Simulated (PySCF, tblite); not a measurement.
# C₄H₇NPSi₂ radical: geometry, infrared bands and EPR parameters

Wanted: the infrared bands and EPR parameters of C₄H₇NPSi₂ radical (`C#CC[Si](C#N)[SiH2]P`), by calculation.

The runs use tblite 0.8.0 and PySCF 2.14.0, with density-fitted response routines of our own; the level of theory stands in each step. All values are computed, except where a source is named. Atoms count from 0, in the outputs and in this text.

### Step 1. The molecule as given

15 atoms, charge 0, multiplicity 2; geometry from: force field or distance geometry start.

Bonds of the start (Å): C0–C1 1.22, C1–C2 1.48, C2–Si3 1.83, Si3–C4 1.82, C4–N5 1.13, Si3–Si6 2.24, Si6–P7 2.21, C0–H8 1.06, C2–H9 1.11, C2–H10 1.10, Si6–H11 1.49, Si6–H12 1.47, P7–H13 1.43, P7–H14 1.44.

### Step 2. Geometry optimisation with GFN2-xTB

What the job is given:

```
{"job": {"kind": "relax", "xc": "GFN2-xTB", "basis": "xTB"}, "charge": 0, "multiplicity": 2}
C     -3.059200     1.573500     0.567000
C     -2.241200     1.321400    -0.298300
C     -1.234200     1.010200    -1.339400
Si    -0.278000    -0.486500    -0.886400
C     -1.199100    -1.564600     0.262000
N     -1.766100    -2.246300     0.968800
Si     1.755100     0.035600    -0.113100
P      3.110300    -1.630300    -0.616300
H     -3.772800     1.803100     1.314200
H     -1.801400     0.912000    -2.288400
H     -0.567800     1.890200    -1.356300
H      1.618100     0.199100     1.362100
H      2.195300     1.309800    -0.687700
H      4.499100    -1.303400    -0.533800
H      2.737400    -2.815800     0.118100
```

The run is started by

```sh
$ OMP_NUM_THREADS=1 python probes_run.py task.json out
```

This one command runs all jobs of the session in turn.

The log of the run:

```text
step      E/eV     max force
  0    -566.06816    2.907
  1    -566.18951    5.067
  2    -566.51037    1.551
  3    -566.56408    4.707
  4    -566.78585    1.444
  5    -566.90558    0.800
  6    -566.94875    0.754
  7    -566.96953    0.400
  8    -566.98536    0.390
  9    -566.99598    0.373
 10    -567.01026    0.390
 11    -567.02232    0.293
 12    -567.03340    0.301
 13    -567.04387    0.322
 14    -567.05564    0.398
 15    -567.06513    0.329
 16    -567.07054    0.196
 17    -567.07349    0.147
 18    -567.07589    0.178
 19    -567.07854    0.198
 20    -567.08098    0.157
 21    -567.08284    0.127
 22    -567.08447    0.129
 23    -567.08628    0.120
 24    -567.08788    0.097
 25    -567.08893    0.070
 26    -567.08973    0.084
 27    -567.09080    0.093
 28    -567.09253    0.151
 29    -567.09481    0.178
 30    -567.09674    0.128
 31    -567.09774    0.058
 32    -567.09824    0.067
 33    -567.09877    0.079
 34    -567.09952    0.119
 35    -567.10044    0.124
 36    -567.10136    0.085
 37    -567.10211    0.074
 38    -567.10271    0.064
 39    -567.10327    0.067
 40    -567.10386    0.074
 41    -567.10448    0.081
 42    -567.10502    0.075
 43    -567.10544    0.047
 44    -567.10583    0.048
 45    -567.10628    0.058
 46    -567.10678    0.083
 47    -567.10729    0.076
 48    -567.10773    0.045
 49    -567.10802    0.034
 50    -567.10819    0.032
 51    -567.10833    0.038
 52    -567.10853    0.046
 53    -567.10887    0.055
 54    -567.10941    0.066
 55    -567.11000    0.074
 56    -567.11043    0.065
 57    -567.11075    0.065
 58    -567.11114    0.055
 59    -567.11177    0.070
 60    -567.11290    0.085
 61    -567.11375    0.097
 62    -567.11438    0.062
 63    -567.11492    0.051
 64    -567.11566    0.083
 65    -567.11658    0.093
 66    -567.11747    0.172
 67    -567.11811    0.086
 68    -567.11920    0.154
 69    -567.12087    0.183
 70    -567.12260    0.080
 71    -567.12359    0.086
 72    -567.12490    0.166
 73    -567.12626    0.200
 74    -567.12863    0.220
 75    -567.13145    0.146
 76    -567.13296    0.211
 77    -567.13299    0.360
 78    -567.13452    0.078
 79    -567.13495    0.071
 80    -567.13644    0.183
 81    -567.13742    0.096
 82    -567.13836    0.126
 83    -567.13927    0.081
 84    -567.14048    0.087
 85    -567.14266    0.142
 86    -567.14587    0.195
 87    -567.14851    0.197
 88    -567.15049    0.193
 89    -567.15278    0.118
 90    -567.15392    0.082
 91    -567.15577    0.112
 92    -567.15722    0.087
 93    -567.15972    0.095
 94    -567.16139    0.121
 95    -567.16168    0.111
 96    -567.16229    0.033
 97    -567.16247    0.044
 98    -567.16269    0.034
 99    -567.16281    0.036
100    -567.16303    0.039
101    -567.16318    0.030
102    -567.16334    0.033
103    -567.16347    0.034
104    -567.16359    0.063
105    -567.16378    0.035
106    -567.16409    0.080
107    -567.16443    0.104
108    -567.16480    0.050
109    -567.16527    0.099
110    -567.16572    0.077
111    -567.16621    0.065
112    -567.16669    0.045
113    -567.16702    0.063
114    -567.16726    0.053
115    -567.16747    0.038
116    -567.16769    0.048
117    -567.16798    0.072
118    -567.16832    0.056
119    -567.16858    0.044
120    -567.16875    0.027
121    -567.16893    0.045
122    -567.16907    0.040
123    -567.16918    0.024
124    -567.16928    0.024
125    -567.16937    0.026
126    -567.16946    0.026
127    -567.16953    0.021
128    -567.16957    0.013
129    -567.16960    0.011
130    -567.16962    0.014
131    -567.16963    0.009
```

Wall time 3.9 s (1 thread of Intel Xeon at 2.50GHz, shared host).

Relaxation path: (not every step is listed)

| step | energy from step 0 (eV) | largest force (eV/Å) |
| --- | --- | --- |
| 0 | 0.0000 | 2.9068 |
| 1 | -0.1214 | 5.0668 |
| 2 | -0.4422 | 1.5507 |
| 3 | -0.4959 | 4.7067 |
| 4 | -0.7177 | 1.4445 |
| 5 | -0.8374 | 0.7997 |
| 6 | -0.8806 | 0.7537 |
| 7 | -0.9014 | 0.3999 |
| 8 | -0.9172 | 0.3904 |
| 19 | -1.0104 | 0.1984 |
| 30 | -1.0286 | 0.1281 |
| 41 | -1.0363 | 0.0814 |
| 52 | -1.0404 | 0.0455 |
| 63 | -1.0468 | 0.0506 |
| 74 | -1.0605 | 0.2204 |
| 85 | -1.0745 | 0.1417 |
| 96 | -1.0941 | 0.0335 |
| 107 | -1.0963 | 0.1043 |
| 118 | -1.1002 | 0.0564 |
| 126 | -1.1013 | 0.0262 |
| 127 | -1.1014 | 0.0210 |
| 128 | -1.1014 | 0.0129 |
| 129 | -1.1014 | 0.0112 |
| 130 | -1.1015 | 0.0145 |
| 131 | -1.1015 | 0.0089 |

Close pairs (by a distance rule), those that changed most:

| bond | before (Å) | after (Å) | change (Å) |
| --- | --- | --- | --- |
| C2–Si3 | 1.833 | 1.930 | +0.097 |
| P7–H14 | 1.444 | 1.380 | -0.063 |
| Si3–Si6 | 2.237 | 2.300 | +0.063 |
| P7–H13 | 1.429 | 1.379 | -0.050 |
| C1–C2 | 1.481 | 1.441 | -0.041 |
| Si3–C4 | 1.825 | 1.858 | +0.033 |
| Si6–P7 | 2.206 | 2.237 | +0.031 |
| C0–C1 | 1.217 | 1.198 | -0.019 |

The end geometry stands in the next job.

### Step 3. Infrared spectrum with GFN2-xTB

What the job is given:

```
{"job": {"kind": "ir", "xc": "GFN2-xTB", "basis": "xTB"}, "charge": 0, "multiplicity": 2}
C     -2.211005     1.688494     1.054751
C     -1.969022     1.363123    -0.072253
C     -1.625171     0.939363    -1.405622
Si    -0.203459    -0.361373    -1.291233
C     -1.048016    -1.902556    -0.688557
N     -1.513098    -2.910049    -0.382488
Si     1.746125     0.209544    -0.212806
P      2.909011    -1.701393    -0.193474
H     -2.462014     1.993958     2.025968
H     -2.508029     0.517159    -1.888633
H     -1.304903     1.806086    -1.987012
H      1.735508     0.857060     1.111004
H      2.492674     1.114803    -1.102408
H      3.829318    -1.284359     0.744726
H      2.127666    -2.321870     0.760470
```

The log of the run:

```text
mode    cm-1     km/mol
  1      24.4      1.19
  2      24.9      1.68
  3      43.5      2.16
  4      60.7      4.31
  5      91.1      8.98
  6     108.3      3.48
  7     119.4      1.63
  8     162.3      5.04
  9     284.6      0.23
 10     296.2      2.29
 11     313.6      2.91
 12     365.3     78.28
 13     381.9      6.73
 14     428.8     24.60
 15     486.1     41.80
 16     503.4     31.01
 17     597.0    353.27
 18     619.2     52.13
 19     632.3      7.98
 20     649.4     38.96
 21     683.6     52.28
 22     712.7     33.45
 23     719.3     46.53
 24     761.6     16.68
 25     804.0    276.16
 26    1000.7     20.23
 27    1104.6      2.37
 28    1153.6     10.01
 29    1182.8     10.55
 30    1420.6      3.02
 31    2129.5    234.06
 32    2165.7    141.91
 33    2257.5    213.27
 34    2279.0     18.83
 35    2328.5    111.77
 36    2418.6    122.05
 37    2961.6     16.10
 38    2973.7      5.29
 39    3399.7      6.42
```

Wall time 2.5 s (1 thread of Intel Xeon at 2.50GHz, shared host).

The strongest bands and the atoms that carry them (share of the mass-weighted mode):

| cm⁻¹ | km/mol | atoms |
| --- | --- | --- |
| 365 | 78.3 | H11 31 %, H12 26 %, Si6 13 %, C1 12 % |
| 597 | 353.3 | H12 45 %, H11 15 %, H13 14 % |
| 804 | 276.2 | H12 51 %, H11 43 % |
| 2130 | 234.1 | H11 89 % |
| 2166 | 141.9 | H12 89 % |
| 2258 | 213.3 | C4 57 %, N5 43 % |
| 2328 | 111.8 | H14 52 %, H13 44 % |
| 2419 | 122.0 | H13 52 %, H14 44 % |

### Step 4. EPR parameters: B3LYP/pcH-1

Same as in step 3 but for these lines:

```diff
@@ -1,2 +1,2 @@
-{"job": {"kind": "ir", "xc": "GFN2-xTB", "basis": "xTB"}, "charge": 0, "multiplicity": 2}
+{"job": {"kind": "epr", "basis": "pcH-1"}, "charge": 0, "multiplicity": 2}
 C     -2.211005     1.688494     1.054751
```

With the program's defaults for keys left out, this is: UKS B3LYP, pcH-1 on C H N P Si, non-relativistic, mean-field spin-orbit, GIAO.

The log of the run:

```text
UKS, coarse grid
  cycle   1  E = -1131.56737317  |g| = 4.32e-01
  cycle   2  E = -1131.31806624  |g| = 8.01e-01
  cycle   3  E = -1131.64356766  |g| = 2.07e-01
  cycle   4  E = -1131.66078470  |g| = 6.15e-02
  cycle   5  E = -1131.66265398  |g| = 1.29e-02
  cycle   6  E = -1131.66272034  |g| = 1.01e-02
  cycle   7  E = -1131.66276758  |g| = 3.30e-03
  cycle   8  E = -1131.66277547  |g| = 8.86e-04
UKS, final grid
  cycle   1  E = -1131.66280990  |g| = 1.04e-03
  cycle   2  E = -1131.66280847  |g| = 2.09e-03
  cycle   3  E = -1131.66281068  |g| = 3.47e-04
  cycle   4  E = -1131.66281077  |g| = 1.58e-04
  cycle   5  E = -1131.66281082  |g| = 2.17e-04
  cycle   6  E = -1131.66281085  |g| = 3.72e-05
  cycle   7  E = -1131.66281085  |g| = 1.17e-05
E = -1131.66281085 Eh   <S^2> = 0.7541 (exact 0.7500)
g shifts (ppm)      1          2          3
  rmc          -149       -149       -149
  gc             34         35         60
  oz_so        -385        333       2428
  total        -500        219       2338
hyperfine (MHz)  atom isotope    a_iso     a_fc   dipolar eigenvalues
    0   13C       5.83       5.84     -5.14     -5.05     10.19
    1   13C      30.51      30.52     -3.82     -1.40      5.22
    2   13C      15.20      15.18     -2.84     -2.62      5.47
    3  29Si    -399.89    -400.98   -166.36     82.47     83.89
    4   13C       4.81       4.80     -7.48     -0.83      8.31
    5   14N       2.80       2.84     -5.63     -4.62     10.25
    6  29Si     -47.80     -47.84    -10.57      3.72      6.85
    7   31P      12.31      12.31     -2.44      0.17      2.27
    8    1H      -4.75      -4.75     -2.97     -0.50      3.47
    9    1H      -0.81      -0.81     -3.40     -2.10      5.50
   10    1H      -0.04      -0.05     -3.53     -2.23      5.76
   11    1H      61.08      61.08     -2.16     -0.32      2.48
   12    1H      -1.96      -1.96     -2.59     -1.21      3.79
   13    1H      -1.54      -1.54     -0.84     -0.42      1.26
   14    1H       1.80       1.80     -1.18     -0.95      2.13
```

It took 4.4 min on 1 thread of Intel Xeon at 2.50GHz, shared host; peak memory 1.1 GiB.

Principal g values 2.00182, 2.00254, 2.00466; g(iso) = 2.00300, against 2.00232 for a free electron.

Mean a(iso) over the nuclei that a row names, and the largest dipolar term of the row (other rows stand at the frozen geometry):

| nuclei | isotope | a(iso) (MHz) | a(iso) (G, at g = 2.0023) | largest dipolar term (MHz) |
| --- | --- | --- | --- | --- |
| Si3 | 29Si | -399.9 | -142.7 | -166.4 |
| Si6 | 29Si | -47.8 | -17.1 | -10.6 |
| C1 | 13C | 30.5 | 10.9 | 5.2 |
| H11, H12 | 1H | 29.6 | 10.5 | 3.8 |
| C2 | 13C | 15.2 | 5.4 | 5.5 |
| P7 | 31P | 12.3 | 4.4 | -2.4 |
| C0 | 13C | 5.8 | 2.1 | 10.2 |
| C4 | 13C | 4.8 | 1.7 | 8.3 |
| H8 | 1H | -4.8 | -1.7 | 3.5 |
| N5 | 14N | 2.8 | 1.0 | 10.2 |
| H9, H10 | 1H | -0.4 | -0.2 | 5.8 |
| H13, H14 | 1H | 0.1 | 0.0 | 2.1 |

Mulliken spin populations:

C0 0.07; C1 -0.02; C2 -0.01; Si3 0.88; C4 -0.08; N5 0.12; Si6 0.01; P7 0.00; H8 0.00; H9 0.00; H10 0.00; H11 0.03; H12 0.00; H13 0.00; H14 0.00

In first order the couplings over 0.8 MHz of 1H, 31P, 14N give 36 distinct lines over 29.2 G, if the averaged nuclei exchange fast.

Orbitals, density, ELF and potential are computed afterwards from the orbital file.

ELF in a plane through or near 3 of the atoms.

Ten even steps from ' ' (0.00) to '@' (0.99):
```
                                                        
                                                        
                                                        
                                                        
                    ......                              
                  ::**##++::      ..::::..              
        ::::      ++@@@@%%==    ..--++====::            
      ==@@@@##  ::====++##==    --**####**--::          
    ..**@@@@@@++**--::::--++..  ==**--**##==::          
      --@@@@%%::##%%::..%%%%==..--##--==**--..          
      ..++++::##..++--==##++::::::==++--::              
      ::**##**==**::    --++**==......                  
      ..++**##**==      **%%@@%%::                      
        ::----::..    ::**==--**++                      
                      ::**######==::                    
                      ::==****++--..                    
                        --++++==..                      
                          ..::..                        
                                                        
                                                        
```
The map spans 13.4 Å across and 11.5 Å up, centred on the molecule. Atoms in the plane (x, y in Å): C1 (2.3, 0.5), C4 (0.2, -2.2), H13 (-4.1, 0.7).

On the surface of density 0.002 e/bohr³ the electrostatic potential runs, from the 1st to the 99th percentile, from -1.66 V near N5 to 1.60 V near H8.

The spin density lies nearest to Si3 62 %; N5 9 %; C4 7 % (both signs).

### Step 5. Results

| quantity | value |
| --- | --- |
| strongest single infrared mode (GFN2-xTB) | 597 cm⁻¹, 353 km/mol |
| zero-point energy (GFN2-xTB) | 55.3 kcal/mol |
| g(iso) (B3LYP) | 2.00300 |
| ⟨S²⟩ | 0.754 (exact 0.75) |
| largest a(iso) (averaged by class) | 29Si on Si3, -399.9 MHz |
| surface potential, 1st and 99th percentile | -1.66 V and 1.60 V |

What this shows: The optimisation took 131 steps and gained 1.101 eV; among the close pairs (by a distance rule), C2–Si3 changed most, from 1.833 to 1.930 Å. No mode is imaginary among the 39: a minimum at this level. The strongest single mode, at 597 cm⁻¹, has its largest shares on H12, H11 and H13 (the list is cut at 3 atoms). GFN2-xTB is a fitted tight-binding method: band positions and strengths are rough. Its intensities can rank the bands wrongly. Si3 carries the largest spin population, 0.88 e. The isotropic g lies 0.7 ppt above the free-electron value.
